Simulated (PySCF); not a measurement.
**HfH2SeOF2 (SMILES [OH][Hf]([F])([F])[SeH]): levels of theory compared**

Wanted: a comparison of 6 runs (HF/def2-SVP, CAM-B3LYP/def2-SVP, PBE0/def2-SVP, TPSSh/def2-SVP, PBE/def2-TZVP, PBE0/def2-TZVP) of HfH2SeOF2. 

The calculation is run with PySCF 2.14.0.

## (1) The structure to begin with

The species is HfH2SeOF2 (7 atoms), meant as a singlet with charge 0. As SMILES, `[OH][Hf]([F])([F])[SeH]`. Geometry: a GFN2-xTB relaxation, a rough one for these elements and not checked as a minimum. This is one conformer, not always the lowest.

Bond lengths: O1–Hf2 1.844 Å, Hf2–F3 1.850 Å, Hf2–F4 1.847 Å, Hf2–Se5 2.439 Å, O1–H6 0.964 Å, Se5–H7 1.439 Å. Angles: O1–Hf2–F3 103.3°, O1–Hf2–F4 107.3°, O1–Hf2–Se5 120.6°, F3–Hf2–F4 108.2°, F3–Hf2–Se5 105.2°, F4–Hf2–Se5 111.4°, Hf2–O1–H6 115.8°, Hf2–Se5–H7 100.5°.

## (2) Energy and forces at HF/def2-SVP (core potential) (run 1)

job.py

```python
# [OH][Hf]([F])([F])[SeH]
import pyscf.grad
from pyscf import gto, scf

mol = gto.M(
    atom='''
O     -0.777820     0.334780     1.551320
Hf    -0.096510    -0.363140    -0.013410
F      1.718900    -0.474870     0.323800
F     -0.759400    -2.078850    -0.184000
Se    -0.282970     0.873820    -2.107760
H     -0.556060    -0.146380     2.356530
H      0.753860     1.854640    -1.926480
''',
    max_memory=1860,
    verbose=4,
    ecp={'Hf': 'def2-svp'},
    basis='def2-svp',
    charge=0,
)

mf = scf.RHF(mol)
mf.conv_tol = 1e-10
mf.kernel()
if not mf.converged:
    mf = mf.newton().run(mf.mo_coeff, mf.mo_occ)

etot = mf.e_tot
print('E = %.10f Eh' % etot)
grad = mf.Gradients().kernel()
dip = mf.dip_moment()
pop, q = mf.mulliken_pop()
```

Started as:

```sh
$ OMP_NUM_THREADS=1 python job.py
```

What it wrote:

```text
PySCF version 2.14.0

[... 65 lines left out ...]
converged SCF energy = -2721.95823142256
[... 14 lines left out ...]
Dipole moment(X, Y, Z, Debye): -0.09756,  0.45684,  1.92328
[... 85 lines left out ...]
pop of  4 Se 3pz          1.99513
pop of  4 Se 4px          0.63854
pop of  4 Se 4py          0.63675
pop of  4 Se 4pz          0.71373
pop of  4 Se 5px          0.82759
pop of  4 Se 5py          0.78730
pop of  4 Se 5pz          0.98156
pop of  4 Se 3dxy         1.64045
pop of  4 Se 3dyz         1.63967
pop of  4 Se 3dz^2        1.64018
pop of  4 Se 3dxz         1.64000
pop of  4 Se 3dx2-y2      1.63963
pop of  4 Se 4dxy         0.35178
pop of  4 Se 4dyz         0.35089
pop of  4 Se 4dz^2        0.35083
pop of  4 Se 4dxz         0.35030
pop of  4 Se 4dx2-y2      0.35071
pop of  4 Se 5dxy         0.02610
pop of  4 Se 5dyz         0.01801
pop of  4 Se 5dz^2        0.02488
pop of  4 Se 5dxz         0.01626
pop of  4 Se 5dx2-y2      0.01049
pop of  5 H 1s            0.65397
pop of  5 H 2s            0.02501
pop of  5 H 2px           0.01775
pop of  5 H 2py           0.02231
pop of  5 H 2pz           0.03334
pop of  6 H 1s            0.68803
pop of  6 H 2s            0.19574
pop of  6 H 2px           0.01227
pop of  6 H 2py           0.01182
pop of  6 H 2pz           0.00499
 ** Mulliken atomic charges  **
charge of    0O =     -0.55122
charge of    1Hf =      1.67732
charge of    2F =     -0.49177
charge of    3F =     -0.48908
charge of    4Se =     -0.48002
charge of    5H =      0.24763
charge of    6H =      0.08715
```

Wall time 34 s (1 thread of Intel Xeon at 2.70GHz, shared host); peak memory 0.29 GiB.

## (3) Energy and gradient at CAM-B3LYP/def2-SVP (core potential) (run 2)

mol.xyz

```xyz
7
F2H2HfOSe
O     -0.777820     0.334780     1.551320
Hf    -0.096510    -0.363140    -0.013410
F      1.718900    -0.474870     0.323800
F     -0.759400    -2.078850    -0.184000
Se    -0.282970     0.873820    -2.107760
H     -0.556060    -0.146380     2.356530
H      0.753860     1.854640    -1.926480
```

input.py

```python
from pyscf import gto, dft

mol = gto.M(
    atom='mol.xyz',
    max_memory=1860,
    ecp={'Hf': 'def2-svp'},
    basis='def2-svp',
    verbose=4,
)

mf = dft.RKS(mol, xc='cam-b3lyp')
mf.conv_tol = 1e-10
mf.grids.level = 5
mf.kernel()
if not mf.converged:
    mf = mf.newton().run(mf.mo_coeff, mf.mo_occ)

e_tot = mf.e_tot
print('E(%s) = %.9f' % ('CAM-B3LYP', e_tot))
grad = mf.nuc_grad_method().kernel()
dip = mf.dip_moment()
pop, q = mf.mulliken_pop()
```

Started as:

```sh
$ OMP_NUM_THREADS=1 python input.py
```

What it wrote:

```text
PySCF version 2.14.0

[... 79 lines left out ...]
converged SCF energy = -2725.44502838243
[... 15 lines left out ...]
Dipole moment(X, Y, Z, Debye): -0.01693,  0.31208,  1.95510
[... 85 lines left out ...]
pop of  4 Se 3pz          1.99157
pop of  4 Se 4px          0.66927
pop of  4 Se 4py          0.66768
pop of  4 Se 4pz          0.73802
pop of  4 Se 5px          0.77246
pop of  4 Se 5py          0.74066
pop of  4 Se 5pz          0.91994
pop of  4 Se 3dxy         1.63108
pop of  4 Se 3dyz         1.63046
pop of  4 Se 3dz^2        1.63098
pop of  4 Se 3dxz         1.63077
pop of  4 Se 3dx2-y2      1.63027
pop of  4 Se 4dxy         0.35602
pop of  4 Se 4dyz         0.35494
pop of  4 Se 4dz^2        0.35496
pop of  4 Se 4dxz         0.35463
pop of  4 Se 4dx2-y2      0.35506
pop of  4 Se 5dxy         0.02562
pop of  4 Se 5dyz         0.02179
pop of  4 Se 5dz^2        0.02686
pop of  4 Se 5dxz         0.02071
pop of  4 Se 5dx2-y2      0.01551
pop of  5 H 1s            0.66477
pop of  5 H 2s            0.04144
pop of  5 H 2px           0.01843
pop of  5 H 2py           0.02185
pop of  5 H 2pz           0.02969
pop of  6 H 1s            0.69324
pop of  6 H 2s            0.20097
pop of  6 H 2px           0.01091
pop of  6 H 2py           0.01060
pop of  6 H 2pz           0.00545
 ** Mulliken atomic charges  **
charge of    0O =     -0.37064
charge of    1Hf =      1.07629
charge of    2F =     -0.32372
charge of    3F =     -0.32198
charge of    4Se =     -0.36261
charge of    5H =      0.22382
charge of    6H =      0.07884
```

It took 2.2 min on 1 thread of Intel Xeon at 2.70GHz, shared host; peak memory 1.2 GiB.

Run 3 isn't shown in full; the table further down has it.

## (4) Energy and forces at TPSSh/def2-SVP (core potential) (run 4)

geometry.xyz

```xyz
7

O     -0.777820     0.334780     1.551320
Hf    -0.096510    -0.363140    -0.013410
F      1.718900    -0.474870     0.323800
F     -0.759400    -2.078850    -0.184000
Se    -0.282970     0.873820    -2.107760
H     -0.556060    -0.146380     2.356530
H      0.753860     1.854640    -1.926480
```

input.py

```python
# [OH][Hf]([F])([F])[SeH]
from pyscf import gto, dft

system = gto.M(
    atom='geometry.xyz',
    charge=0,
    verbose=4,
    ecp={'Hf': 'def2-svp'},
    max_memory=1860,
    spin=0,
    basis='def2-svp',
)

myscf = dft.RKS(system, xc='tpssh')
myscf.conv_tol = 1e-10
myscf.grids.level = 5
myscf.kernel()
if not myscf.converged:
    myscf = myscf.newton().run(myscf.mo_coeff, myscf.mo_occ)

etot = myscf.e_tot
print('Final energy', etot)
grad = myscf.nuc_grad_method().kernel()
myscf.analyze()
```

Started as:

```sh
$ OMP_NUM_THREADS=1 python input.py
```

What it wrote:

```text
PySCF version 2.14.0

[... 97 lines left out ...]
Total Energy =                       -2725.354045646067334
[... 12 lines left out ...]
MO #6   energy= -24.5997001206408  occ= 2
[... 10 lines left out ...]
MO #17  energy= -2.02489655052582  occ= 2
[... 10 lines left out ...]
MO #28  energy= -0.433796397986657 occ= 2
[... 10 lines left out ...]
MO #39  energy= -0.0363721694426289 occ= 0
[... 10 lines left out ...]
MO #50  energy= 0.184774718680611  occ= 0
[... 10 lines left out ...]
MO #61  energy= 0.53845294667089   occ= 0
[... 10 lines left out ...]
MO #72  energy= 0.956959961853158  occ= 0
[... 10 lines left out ...]
MO #83  energy= 1.35395948843801   occ= 0
[... 10 lines left out ...]
MO #94  energy= 2.20138748030343   occ= 0
[... 10 lines left out ...]
MO #105 energy= 3.14933633706297   occ= 0
[... 10 lines left out ...]
MO #116 energy= 707.120547955418   occ= 0
[... 87 lines left out ...]
pop of  4 Se 4px          1.55428
pop of  4 Se 4py          1.43691
pop of  4 Se 4pz          1.57276
pop of  4 Se 5px          0.00807
pop of  4 Se 5py          0.00858
pop of  4 Se 5pz          0.00436
pop of  4 Se 3dxy         1.99969
pop of  4 Se 3dyz         1.99960
pop of  4 Se 3dz^2        1.99963
pop of  4 Se 3dxz         1.99975
pop of  4 Se 3dx2-y2      1.99975
pop of  4 Se 4dxy         0.00510
pop of  4 Se 4dyz         0.00589
pop of  4 Se 4dz^2        0.00903
pop of  4 Se 4dxz         0.00670
pop of  4 Se 4dx2-y2      0.00156
pop of  4 Se 5dxy         0.00026
pop of  4 Se 5dyz         0.00013
pop of  4 Se 5dz^2        0.00023
pop of  4 Se 5dxz         0.00011
pop of  4 Se 5dx2-y2      0.00007
pop of  5 H 1s            0.64844
pop of  5 H 2s            0.01876
pop of  5 H 2px           0.00202
pop of  5 H 2py           0.00237
pop of  5 H 2pz           0.00206
pop of  6 H 1s            0.91047
pop of  6 H 2s            0.01141
pop of  6 H 2px           0.00232
pop of  6 H 2py           0.00218
pop of  6 H 2pz           0.00088
 ** Mulliken atomic charges  **
charge of    0O =     -0.51087
charge of    1Hf =      1.11847
charge of    2F =     -0.30284
charge of    3F =     -0.30168
charge of    4Se =     -0.40217
charge of    5H =      0.32635
charge of    6H =      0.07274
Dipole moment(X, Y, Z, Debye):  0.00810,  0.26220,  2.01457
```

Run time: 1.8 min. Hardware: 1 thread of Intel Xeon at 2.70GHz, shared host; peak memory 1.2 GiB.

Run 5 isn't shown in full; the table further down has it.

## (5) Energy and gradient at PBE0/def2-TZVP (core potential) (run 6)

job.py

```python
from pyscf import gto, dft

mol = gto.Mole()
mol.atom = '''
O   -0.777820   0.334780   1.551320
Hf  -0.096510  -0.363140  -0.013410
F    1.718900  -0.474870   0.323800
F   -0.759400  -2.078850  -0.184000
Se  -0.282970   0.873820  -2.107760
H   -0.556060  -0.146380   2.356530
H    0.753860   1.854640  -1.926480
'''
mol.charge = 0
mol.basis = 'def2-tzvp'
mol.max_memory = 1860
mol.verbose = 3
mol.ecp = {'Hf': 'def2-svp'}
mol.build()

calc0 = dft.RKS(mol)
calc0.xc = 'pbe0'
calc0.grids.level = 5
calc0.conv_tol = 1e-10
calc0.kernel()
if not calc0.converged:
    calc0 = calc0.newton().run(calc0.mo_coeff, calc0.mo_occ)

etot = calc0.e_tot
print('E(%s) = %.9f' % ('PBE0', etot))
grad = calc0.nuc_grad_method().kernel()
dip = calc0.dip_moment()
pop, q = calc0.mulliken_pop()
```

Started as:

```sh
$ OMP_NUM_THREADS=1 python job.py
```

What it wrote:

```text
converged SCF energy = -2725.51240384433
[... 11 lines left out ...]
Dipole moment(X, Y, Z, Debye): -0.08124,  0.29393,  1.70918
[... 162 lines left out ...]
pop of  4 Se 4dz^2        0.20732
pop of  4 Se 4dxz         0.20685
pop of  4 Se 4dx2-y2      0.20694
pop of  4 Se 5dxy         0.01538
pop of  4 Se 5dyz         0.01024
pop of  4 Se 5dz^2        0.01262
pop of  4 Se 5dxz         0.00867
pop of  4 Se 5dx2-y2      0.00749
pop of  4 Se 6dxy         0.01302
pop of  4 Se 6dyz         0.00780
pop of  4 Se 6dz^2        0.01239
pop of  4 Se 6dxz         0.00973
pop of  4 Se 6dx2-y2      0.00316
pop of  4 Se 4f-3         0.00174
pop of  4 Se 4f-2         0.00071
pop of  4 Se 4f-1         0.00133
pop of  4 Se 4f+0         0.00058
pop of  4 Se 4f+1         0.00061
pop of  4 Se 4f+2         0.00041
pop of  4 Se 4f+3         0.00141
pop of  5 H 1s            0.25039
pop of  5 H 2s            0.32952
pop of  5 H 3s            0.03640
pop of  5 H 2px           0.01567
pop of  5 H 2py           0.01586
pop of  5 H 2pz           0.02118
pop of  6 H 1s            0.22822
pop of  6 H 2s            0.47747
pop of  6 H 3s            0.11921
pop of  6 H 2px           0.00880
pop of  6 H 2py           0.00837
pop of  6 H 2pz           0.00520
 ** Mulliken atomic charges  **
charge of    0O =     -0.61753
charge of    1Hf =      1.41841
charge of    2F =     -0.39817
charge of    3F =     -0.40242
charge of    4Se =     -0.48399
charge of    5H =      0.33097
charge of    6H =      0.15273
```

It took 3.2 min on 1 thread of Intel Xeon at 2.70GHz, shared host; peak memory 2.9 GiB.

## (6) The series

| run | level | integration grid | energy (Eh) | dipole moment (D) | HOMO energy (eV) | LUMO energy (eV) | wall time |
| --- | --- | --- | --- | --- | --- | --- | --- |
| 1 | HF/def2-SVP (core potential) | – | -2721.958231 | 1.98 | -10.09 | 1.58 | 34 s |
| 2 | CAM-B3LYP/def2-SVP (core potential) | 5 | -2725.445028 | 1.98 | -8.64 | -0.13 | 2.2 min |
| 3 | PBE0/def2-SVP (core potential) | 5 | -2724.866094 | 1.97 | -7.43 | -1.08 | 77 s |
| 4 | TPSSh/def2-SVP (core potential) | 5 | -2725.354046 | 2.03 | -6.80 | -1.43 | 1.8 min |
| 5 | PBE/def2-TZVP (core potential) | 5 | -2725.473450 | 1.75 | -6.33 | -1.98 | 3.4 min |
| 6 | PBE0/def2-TZVP (core potential) | 5 | -2725.512404 | 1.74 | -7.52 | -1.17 | 3.2 min |

## (7) Summary of results

| quantity | value |
| --- | --- |
| run 6: total energy | -2725.51240 Eh |
| run 6: dipole moment | 1.74 D |
| run 6: HOMO energy | -7.52 eV |
| run 6: LUMO energy | -1.17 eV |
| run 6: HOMO–LUMO gap | 6.34 eV |
| run 6: largest force on an atom | 3.108 eV/Å |

What this shows: The dipole moment (its size) runs from 1.74 D (PBE0/def2-TZVP) to 2.03 D (TPSSh/def2-SVP). The two ends differ in method and basis. The HOMO–LUMO gap runs from 4.35 eV (PBE/def2-TZVP) to 11.67 eV (HF/def2-SVP). Totals of different functionals can't be ranked against each other. All runs together took 13 min, the longest 3.4 min.
